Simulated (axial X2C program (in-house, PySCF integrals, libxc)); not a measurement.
**TlN⁺: properties at the nuclei**

Aim: properties at the nuclei of TlN⁺, with spin–orbit coupling in the Hamiltonian from the start.

The runs use an in-house X2C program for linear molecules on PySCF integrals; two-component X2C with atomic mean-field terms, Tl dyall-cv3z, N dyall-av3z.

All values are calculated.

## (1) The job

task.json

```json
{"zs": [81, 7], "q": 1, "bas": ["dyall-cv3z", "dyall-av3z"], "r0": 2.02, "levels": ["PBE0", "HF", "LDA", "BHandHLYP", "r2SCAN"], "nst": 3}
```

Keys: zs atomic numbers; q charge; bas basis sets; r0 starting distance in Å; levels methods (HF also brings MP2); nst determinants followed.

Command:

```
python soeom.py task.json out
```

After this run come: Expectation values, lowest determinant; Expectation values, a higher determinant; Expectation values, a higher determinant.

Q: Predict the outcome of this session. Wanted: lowest determinant; Eeff magnitude; Ws magnitude Tl; A∥/gI Tl; qzz Tl; higher determinant (for each run or level that gives them).

The runs gave:

| quantity | value |
| --- | --- |
| lowest determinant | Ω = 3/2 (excess of +ω over −ω: ω = 3/2) |
| Eeff magnitude (GV/cm), PBE0 | 15.3 |
| Ws magnitude Tl (kHz), PBE0 | 12 |
| A∥/gI Tl (MHz), PBE0 | 208 |
| qzz Tl (a.u.), PBE0 | -0.59 |
| higher determinant | Ω = 1/2 (excess of +ω over −ω: 2 × ω = -1/2, ω = 3/2) |
| Eeff magnitude (GV/cm), PBE0, higher determinant | 22 |
| Ws magnitude Tl (kHz), PBE0, higher determinant | 51.9 |
| A∥/gI Tl (MHz), PBE0, higher determinant | -980 |
| qzz Tl (a.u.), PBE0, higher determinant | -0.79 |
| higher determinant | Ω = 1/2 (excess of +ω over −ω: ω = 1/2) |
| Eeff magnitude (GV/cm), PBE0, higher determinant | 17.9 |
| Ws magnitude Tl (kHz), PBE0, higher determinant | 42.2 |
| A∥/gI Tl (MHz), PBE0, higher determinant | 825 |
| qzz Tl (a.u.), PBE0, higher determinant | -0.55 |

What this shows: In the first state, the effective field runs from 13.6 to 21.8 GV/cm over the mean-field levels. The expectation values come from single determinants, which for open shells can mix terms of unlike spin or miss the lowest Ω, so a determinant need not be a state. Eeff is the effective electric field on the electron dipole moment in this Ω state and Ws the scalar–pseudoscalar constant (defined with the proton number Z and per Ω); A∥ is the parallel hyperfine constant, which follows by multiplying with the nuclear g factor gI = μI/(I μN); qzz is the electric field gradient, eQq0 = 234.96 MHz × Q/barn × qzz. The operators were transformed with the bare-nucleus X2C matrices.
